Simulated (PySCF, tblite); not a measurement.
# C8H12: a rotation path, then NMR shifts on frames, part 2 of 2

tblite 0.8.0 and PySCF 2.14.0. Atoms count from 0. Earlier steps stand in the parts before.

### 5 NMR shieldings: image 5, PBE0/pcSseg-1

What the job is given:

```
{"job": {"kind": "nmr", "xc": "PBE0", "basis": "pcSseg-1", "pop": false}, "charge": 0, "multiplicity": 1}
C     -1.991500     0.003000     1.019300
C     -2.051200     1.054600    -0.040800
C     -1.328200    -0.233500    -0.310300
C      0.159100    -0.256300    -0.398300
C      1.059300     0.981000    -0.442400
C      2.092900     0.251900     0.438700
C      1.192200    -0.973400     0.453200
C      0.932900    -1.414100    -0.955400
H     -1.343900     0.174700     1.866300
H     -2.889800    -0.544600     1.258900
H     -2.988200     1.231600    -0.546800
H     -1.470000     1.951600     0.098200
H     -1.824500    -0.930500    -0.977900
H      0.632600     1.849700     0.051200
H      1.388900     1.268800    -1.440300
H      3.079500     0.107700    -0.003100
H      2.208800     0.713800     1.417900
H      1.062800    -1.633700     1.294800
H      0.390400    -2.341300    -1.069300
H      1.682700    -1.250400    -1.717200
```

Level: GIAO PBE0/pcSseg-1 NMR shielding, non-relativistic, gas phase.

Standard output:

```text
coarse grid: 16128 points
cycle   1  E = -311.4669644150  dE =  1.377e+00  |g| = 4.069e-01  |ddm| = 4.042e+00
cycle   2  E = -311.4587760642  dE =  8.188e-03  |g| = 4.663e-01  |ddm| = 9.069e-01
cycle   3  E = -311.5150550660  dE = -5.628e-02  |g| = 3.994e-02  |ddm| = 5.273e-01
cycle   4  E = -311.5152719417  dE = -2.169e-04  |g| = 2.293e-02  |ddm| = 6.584e-02
cycle   5  E = -311.5153853695  dE = -1.134e-04  |g| = 6.064e-03  |ddm| = 2.783e-02
cycle   6  E = -311.5153938071  dE = -8.438e-06  |g| = 1.104e-03  |ddm| = 7.122e-03
final grid: 154128 points
cycle   7  E = -311.5651300561  dE = -5.692e-05  |g| = 9.480e-03  |ddm| = 4.964e-02
cycle   8  E = -311.5651193912  dE =  1.066e-05  |g| = 1.168e-02  |ddm| = 2.220e-02
cycle   9  E = -311.5651536482  dE = -3.426e-05  |g| = 7.026e-04  |ddm| = 1.252e-02
cycle  10  E = -311.5651537431  dE = -9.489e-08  |g| = 2.760e-04  |ddm| = 9.307e-04
cycle  11  E = -311.5651537607  dE = -1.760e-08  |g| = 4.801e-05  |ddm| = 3.073e-04
cycle  12  E = -311.5651537611  dE = -4.343e-10  |g| = 2.157e-05  |ddm| = 7.789e-05
converged SCF energy = -311.5651537611

GIAO shielding tensors (ppm)
atom      isotropic    diamagn.    paramagn.     s11        s22        s33       span
  0 C      178.627     252.809     -74.182    146.177    176.036    213.668     67.490
  1 C      180.348     253.450     -73.102    151.878    176.992    212.175     60.296
  2 C      173.128     243.793     -70.664    139.762    152.750    226.873     87.111
  3 C      158.458     248.746     -90.288    128.150    138.465    208.760     80.610
  4 C      160.756     246.122     -85.365    151.536    152.364    178.369     26.833
  5 C      163.424     251.920     -88.496    152.959    164.988    172.324     19.365
  6 C      163.956     252.580     -88.624    132.639    155.095    204.134     71.495
  7 C      160.495     253.322     -92.827    136.301    149.998    195.185     58.883
  8 H       31.580      32.291      -0.711     25.547     30.141     39.052     13.504
  9 H       31.235      30.607       0.627     25.345     26.396     41.963     16.617
 10 H       31.132      30.140       0.991     25.115     26.145     42.135     17.019
 11 H       31.110      32.373      -1.263     24.944     30.022     38.364     13.420
 12 H       30.781      31.459      -0.677     21.638     29.646     41.060     19.422
 13 H       30.061      31.611      -1.549     25.505     30.307     34.371      8.866
 14 H       30.383      30.269       0.113     26.103     27.111     37.934     11.831
 15 H       30.587      29.727       0.860     26.150     27.057     38.554     12.404
 16 H       29.978      30.884      -0.906     25.849     27.407     36.678     10.830
 17 H       30.300      33.129      -2.829     25.649     26.900     38.350     12.701
 18 H       30.944      32.775      -1.830     25.317     28.713     38.804     13.487
 19 H       31.147      32.043      -0.896     25.461     28.736     39.244     13.783
```

Run time: 27 s. Hardware: 1 thread of Intel Xeon Platinum 8375C at 2.90GHz, shared host; peak memory 0.88 GiB.

In short: δ C3 28.5, C7 26.4, C4 26.2, C5 23.5, H16 1.74, H13 1.66 ppm.

### 6 Shielding tensors: image 6, PBE0/pcSseg-1

What the job is given:

```
{"job": {"kind": "nmr", "xc": "PBE0", "basis": "pcSseg-1", "pop": false}, "charge": 0, "multiplicity": 1}
C     -1.965700     0.145700     1.047900
C     -2.083300     1.011800    -0.165300
C     -1.326200    -0.282300    -0.244400
C      0.157300    -0.274800    -0.367500
C      1.034100     0.978600    -0.325700
C      2.100100     0.198000     0.469100
C      1.219500    -1.040400     0.403000
C      0.937200    -1.369900    -1.031600
H     -1.307000     0.466300     1.841200
H     -2.840100    -0.383600     1.394000
H     -3.038500     1.078900    -0.663900
H     -1.525700     1.934100    -0.191800
H     -1.810800    -1.093400    -0.777600
H      0.603100     1.794200     0.248900
H      1.337100     1.354100    -1.303000
H      3.077500     0.106400    -0.006100
H      2.233300     0.580700     1.479500
H      1.118600    -1.766800     1.192200
H      0.406500    -2.293900    -1.209500
H      1.667800    -1.133000    -1.792400
```

Method: GIAO PBE0/pcSseg-1 NMR shielding, non-relativistic, gas phase.

Standard output:

```text
coarse grid: 16128 points
cycle   1  E = -311.4660944654  dE =  1.377e+00  |g| = 4.073e-01  |ddm| = 4.042e+00
cycle   2  E = -311.4580433301  dE =  8.051e-03  |g| = 4.660e-01  |ddm| = 9.040e-01
cycle   3  E = -311.5142900559  dE = -5.625e-02  |g| = 4.006e-02  |ddm| = 5.252e-01
cycle   4  E = -311.5145069123  dE = -2.169e-04  |g| = 2.317e-02  |ddm| = 6.614e-02
cycle   5  E = -311.5146231123  dE = -1.162e-04  |g| = 6.037e-03  |ddm| = 2.808e-02
cycle   6  E = -311.5146314594  dE = -8.347e-06  |g| = 1.101e-03  |ddm| = 7.105e-03
final grid: 154128 points
cycle   7  E = -311.5658171470  dE = -5.701e-05  |g| = 9.831e-03  |ddm| = 4.651e-02
cycle   8  E = -311.5658060473  dE =  1.110e-05  |g| = 1.202e-02  |ddm| = 2.241e-02
cycle   9  E = -311.5658424544  dE = -3.641e-05  |g| = 7.490e-04  |ddm| = 1.284e-02
cycle  10  E = -311.5658425622  dE = -1.078e-07  |g| = 2.923e-04  |ddm| = 1.034e-03
cycle  11  E = -311.5658425819  dE = -1.962e-08  |g| = 4.982e-05  |ddm| = 3.135e-04
cycle  12  E = -311.5658425823  dE = -4.604e-10  |g| = 2.247e-05  |ddm| = 7.974e-05
converged SCF energy = -311.5658425823

GIAO shielding tensors (ppm)
atom      isotropic    diamagn.    paramagn.     s11        s22        s33       span
  0 C      180.954     252.985     -72.031    151.086    176.890    214.885     63.799
  1 C      181.203     253.478     -72.275    153.979    178.111    211.518     57.540
  2 C      173.124     243.288     -70.164    141.380    151.878    226.114     84.734
  3 C      158.667     248.549     -89.882    130.158    137.662    208.181     78.023
  4 C      162.551     246.136     -83.585    152.074    157.383    178.196     26.122
  5 C      163.633     251.716     -88.083    152.959    165.649    172.289     19.330
  6 C      165.033     252.987     -87.954    134.705    155.112    205.283     70.578
  7 C      160.174     252.989     -92.815    135.084    150.098    195.339     60.254
  8 H       31.565      32.278      -0.713     25.463     30.098     39.133     13.670
  9 H       31.281      30.683       0.597     25.348     26.540     41.953     16.605
 10 H       31.143      30.123       1.020     25.190     26.087     42.151     16.961
 11 H       31.167      32.204      -1.037     24.886     30.347     38.268     13.382
 12 H       30.963      31.683      -0.720     21.906     29.838     41.146     19.240
 13 H       30.223      31.619      -1.397     25.649     30.565     34.454      8.804
 14 H       30.480      30.287       0.192     26.128     27.271     38.040     11.913
 15 H       30.577      29.667       0.910     26.168     27.029     38.534     12.366
 16 H       29.967      30.849      -0.882     25.789     27.404     36.709     10.920
 17 H       30.262      33.163      -2.901     25.444     26.838     38.506     13.062
 18 H       30.972      32.732      -1.760     25.418     28.638     38.861     13.443
 19 H       31.156      31.946      -0.790     25.467     28.762     39.238     13.771
```

Run time: 33 s. Hardware: 1 thread of Intel Xeon Platinum 8375C at 2.90GHz, shared host; peak memory 0.89 GiB.

This run: δ C3 28.3, C7 26.8, C4 24.4, C5 23.3, H16 1.75, H13 1.49 ppm.

### 7 Shielding tensors: image 8, PBE0/pcSseg-1

What the job is given:

```
{"job": {"kind": "nmr", "xc": "PBE0", "basis": "pcSseg-1", "pop": false}, "charge": 0, "multiplicity": 1}
C     -1.967400     0.420400     1.041300
C     -2.160600     0.854300    -0.379200
C     -1.303900    -0.339900    -0.071800
C      0.165900    -0.277800    -0.273000
C      1.035300     0.966600    -0.090600
C      2.151200     0.082500     0.504600
C      1.272100    -1.141700     0.298600
C      0.909300    -1.240400    -1.152400
H     -1.354000     1.032300     1.684300
H     -2.795500    -0.045600     1.553700
H     -3.122000     0.694700    -0.843100
H     -1.665000     1.756100    -0.704500
H     -1.722800    -1.313200    -0.302700
H      0.634200     1.680100     0.624900
H      1.285600     1.491100    -1.012900
H      3.092500     0.072200    -0.045600
H      2.352600     0.301300     1.550900
H      1.218700    -1.984300     0.968000
H      0.373100    -2.128800    -1.453000
H      1.595600    -0.869400    -1.900700
```

Level: GIAO PBE0/pcSseg-1 NMR shielding, non-relativistic, gas phase.

Standard output:

```text
coarse grid: 16128 points
cycle   1  E = -311.4691877739  dE =  1.379e+00  |g| = 4.074e-01  |ddm| = 4.045e+00
cycle   2  E = -311.4614146595  dE =  7.773e-03  |g| = 4.649e-01  |ddm| = 9.015e-01
cycle   3  E = -311.5174585063  dE = -5.604e-02  |g| = 3.997e-02  |ddm| = 5.214e-01
cycle   4  E = -311.5176698803  dE = -2.114e-04  |g| = 2.366e-02  |ddm| = 6.602e-02
cycle   5  E = -311.5177919772  dE = -1.221e-04  |g| = 5.946e-03  |ddm| = 2.841e-02
cycle   6  E = -311.5178000292  dE = -8.052e-06  |g| = 1.100e-03  |ddm| = 7.185e-03
final grid: 154128 points
cycle   7  E = -311.5680926905  dE = -5.745e-05  |g| = 9.754e-03  |ddm| = 5.016e-02
cycle   8  E = -311.5680816978  dE =  1.099e-05  |g| = 1.194e-02  |ddm| = 2.266e-02
cycle   9  E = -311.5681175996  dE = -3.590e-05  |g| = 7.500e-04  |ddm| = 1.275e-02
cycle  10  E = -311.5681177092  dE = -1.096e-07  |g| = 2.837e-04  |ddm| = 9.970e-04
cycle  11  E = -311.5681177277  dE = -1.856e-08  |g| = 4.863e-05  |ddm| = 3.106e-04
cycle  12  E = -311.5681177282  dE = -4.352e-10  |g| = 2.158e-05  |ddm| = 7.714e-05
converged SCF energy = -311.5681177282

GIAO shielding tensors (ppm)
atom      isotropic    diamagn.    paramagn.     s11        s22        s33       span
  0 C      183.750     253.185     -69.435    158.458    177.689    215.104     56.646
  1 C      184.412     253.571     -69.159    159.872    179.939    213.426     53.554
  2 C      171.394     242.321     -70.927    140.002    151.872    222.306     82.304
  3 C      159.127     247.513     -88.386    132.674    137.064    207.642     74.968
  4 C      165.035     246.043     -81.008    154.253    162.859    177.991     23.738
  5 C      164.082     251.855     -87.773    152.866    166.508    172.872     20.006
  6 C      166.452     253.565     -87.113    138.172    155.626    205.558     67.386
  7 C      161.767     252.782     -91.015    135.794    150.545    198.962     63.168
  8 H       31.387      32.253      -0.867     25.142     29.955     39.063     13.921
  9 H       31.354      30.588       0.766     25.345     26.624     42.093     16.748
 10 H       31.249      30.331       0.918     25.441     26.152     42.154     16.713
 11 H       31.436      31.890      -0.454     25.149     30.306     38.852     13.703
 12 H       31.349      31.916      -0.567     22.914     30.012     41.119     18.205
 13 H       30.350      31.526      -1.177     25.827     30.422     34.801      8.974
 14 H       30.622      30.328       0.294     26.203     27.596     38.068     11.864
 15 H       30.526      29.655       0.871     26.128     26.975     38.476     12.348
 16 H       29.866      30.824      -0.957     25.651     27.253     36.695     11.044
 17 H       30.237      33.298      -3.061     25.112     26.829     38.770     13.659
 18 H       31.064      32.703      -1.639     25.569     28.495     39.129     13.560
 19 H       31.291      31.973      -0.683     25.585     28.930     39.357     13.773
```

Run time: 37 s. Hardware: 1 thread of Intel Xeon Platinum 8375C at 2.90GHz, shared host; peak memory 1.1 GiB.

In short: δ C3 27.8, C7 25.2, C5 22.8, C4 21.9, H16 1.85, H17 1.48 ppm.

### 8 Side by side: NMR shifts

Shifts (ppm) of some atoms, chosen among heavy atoms and hydrogens apart, with basis size and wall time:

```csv
frame,C4,C7,C6,C1,C0,H12,H8,functions,time
image 0,28.3,22.7,16.8,7.0,2.5,1.20,-0.46,196,26 s
image 2,29.1,22.6,20.9,5.6,7.4,1.23,-0.12,196,29 s
image 5,26.2,26.4,23.0,6.6,8.3,0.94,0.14,196,27 s
image 6,24.4,26.8,21.9,5.7,6.0,0.75,0.15,196,33 s
image 8,21.9,25.2,20.5,2.5,3.2,0.37,0.33,196,37 s
```

### 9 What came out

This closing draws on all 2 parts.

```
                                       quantity                                                                        value
                                        barrier                                           0.069 eV (1.6 kcal/mol) at image 5
                          end to end (GFN2-xTB)                                                                     0.017 eV
¹³C shifts against TMS (PBE0/pcSseg-1, image 0)                             30.6, 28.3, 23.2, 22.7, 16.8, 15.2, 7.0, 2.5 ppm
 ¹H shifts against TMS (PBE0/pcSseg-1, image 0)  1.96, 1.83, 1.62, 1.21, 1.20, 1.19, 0.60, 0.49, 0.34, 0.24, 0.20, -0.46 ppm
                       range of the shift of C4                                                             21.9 to 29.1 ppm
```

Along the band the dihedral turns by 110°, and the top (dihedral -10°) lies 1.6 kcal/mol above the start (GFN2-xTB, rough), so at room temperature this motion is fast. Ends this close can change order at a higher level. The top was not checked by a frequency run. Shifts at one fixed geometry are not the observed spectrum, which averages over the motion. Across the 5 runs the shift of C4 moves most, between 21.9 (image 8) and 29.1 ppm (image 2).
